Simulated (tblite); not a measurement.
# CH13NSi4: the cost of one run

Computed with tblite 0.8.0 and PySCF 2.14.0, with density-fitted response routines of our own, on a single molecule in the gas phase. Atoms are numbered from 0 throughout.

## Step 1: The molecule as given

19 atoms, charge 0, multiplicity 1; geometry from: force field or distance geometry start.

Bonds of the start (Å): C0–Si1 1.86, Si1–Si2 2.33, Si2–N3 1.69, N3–Si4 1.69, N3–Si5 1.70, C0–H6 1.10, C0–H7 1.10, C0–H8 1.09, Si1–H9 1.48, Si1–H10 1.49, Si2–H11 1.49, Si2–H12 1.49, Si4–H13 1.47, Si4–H14 1.49, Si4–H15 1.49, Si5–H16 1.47, Si5–H17 1.49, Si5–H18 1.49.

## Step 2: Geometry optimisation with GFN2-xTB

What the job is given:

```
{"job": {"kind": "relax", "xc": "GFN2-xTB", "basis": "xTB"}, "charge": 0, "multiplicity": 1}
C      2.870100     0.674600     0.579300
Si     2.057900     0.150900    -1.008100
Si    -0.228700     0.571600    -0.858600
N     -1.019200    -0.087300     0.478200
Si    -2.540100     0.613000     0.709400
Si    -1.217500    -1.768100     0.323800
H      2.713500     1.749200     0.760600
H      2.462700     0.135500     1.441800
H      3.945200     0.491400     0.553600
H      2.643300     0.888200    -2.143800
H      2.288300    -1.308800    -1.229000
H     -0.912000     0.143900    -2.115500
H     -0.351400     2.056000    -0.778800
H     -3.183500     0.047700     1.905500
H     -3.413900     0.405600    -0.476900
H     -2.378600     2.068800     0.955100
H     -2.019800    -2.106100    -0.865400
H      0.122400    -2.400100     0.210300
H     -1.848400    -2.316700     1.551100
```

Command:

```sh
$ OMP_NUM_THREADS=1 python probes_run.py task.json out
```

One launch serves the whole session: the jobs run in the order shown.

Q: Estimate the wall time of this first job on 1 thread of Arm Neoverse N1, shared host.

About 3.2 s.
